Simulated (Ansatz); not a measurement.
# Ti: a tetragonal deformation path

One table from this session's results is given with a row withheld; the runs are named, their logs left out.

Method: DFT PBEsol, scalar-relativistic, plane waves, PAW, in Ansatz 0.2.0.

### The starting structure

The structure is cubic, space group Im-3m (No. 229). Conventional cell: a = 3.282 Å, b = 3.282 Å, c = 3.282 Å, α = 90.00°, β = 90.00°, γ = 90.00°. Ti (site symmetry m-3m) has 8 Ti at 2.84 Å in its first shell of neighbours.

As a file:

```cif
data_structure
_symmetry_space_group_name_H-M 'P 1'
_symmetry_Int_Tables_number 1
_cell_length_a 2.8423
_cell_length_b 2.8423
_cell_length_c 2.8423
_cell_angle_alpha 109.471
_cell_angle_beta 109.471
_cell_angle_gamma 109.471
_cell_volume 17.68
loop_
_atom_site_label
_atom_site_type_symbol
_atom_site_fract_x
_atom_site_fract_y
_atom_site_fract_z
_atom_site_occupancy
Ti1 Ti 0.00000 0.00000 0.00000 1
```

The cell is taken as given, not relaxed at this level.

### The reference cell

Reference values: F = -2473.7801 eV; pressure -6.66 GPa; largest force 0.000 eV/Å; gap on the mesh none (metal). It was computed beforehand with the settings of the runs below.

Set-up of the first run:

At fixed volume and fractional coordinates, lengths along (0.000, 0.000, 1.000) are scaled against those across it; ρ is that ratio over its starting value.

The input, input.yaml:

```yaml
crystal:
  lattice:
    - [-1.8420529496, 1.8420529496, 1.3023314354]
    - [1.8420529496, -1.8420529496, 1.3023314354]
    - [1.8420529496, 1.8420529496, -1.3023314354]
  atoms:
    - { symbol: Ti, position: [0.0, 0.0, 0.0] }
basis:
  ecutwfc: 420
kpoints:
  mp_grid: { grid: [22, 22, 22] }
hamiltonian:
  xc: pbesol
scf:
  occupations: { method: gaussian, width: 0.15 }
output:
  forces: true
  stress: true
  eigenvalues: true
```

Command:

```sh
ansatz run input.yaml --threads 1 --pin off --max-ram 2560MiB --backend cpu --events-out ev --progress --plain --runs-dir out
```

Among the steps run: Point ρ = 0.707; At ρ = 1.414; ρ = 0.850; Point ρ = 1.200; At ρ = 0.780; Point ρ = 1.300; ρ = 0.920; ρ = 1.100; At ρ = 0.650; At ρ = 1.500; At ρ = 0.960; ρ = 1.050.

One table of the session follows, with a row left open; its other results are not shown here.

The scan, with free energies counted from the undisturbed cell:

```
    ρ  ΔE (meV/atom)  pressure (GPa)
0.650          202.3            -5.1
0.707           88.5            -6.1
0.780           10.5            -6.6
0.850          -13.3            -6.6
0.920           -7.7            -6.6
0.960           -1.7            -6.6
1.000            0.0            -6.7
1.050           -1.9            -6.6
1.100           -7.0            -6.4
1.200              ?               ?
1.300          -42.2            -6.0
1.414          -50.6            -6.0
1.500          -46.3            -6.0
```

Estimate the missing values for ρ = 1.200.

Worked estimate for «ΔE (meV/atom)». A straight line through the neighbours (1.100, -7.0) and (1.300, -42.2) gives -7.0 + (-42.2 + 7.0) × (1.200 − 1.100) / (1.300 − 1.100) = -24.6; a parabola fitted to 4 rows on both sides gives -27.1.

**Answer.** ΔE (meV/atom): -24.4; pressure (GPa): -6.1. In «ΔE (meV/atom)» the line misses by -0.2 and the parabola by -2.7.
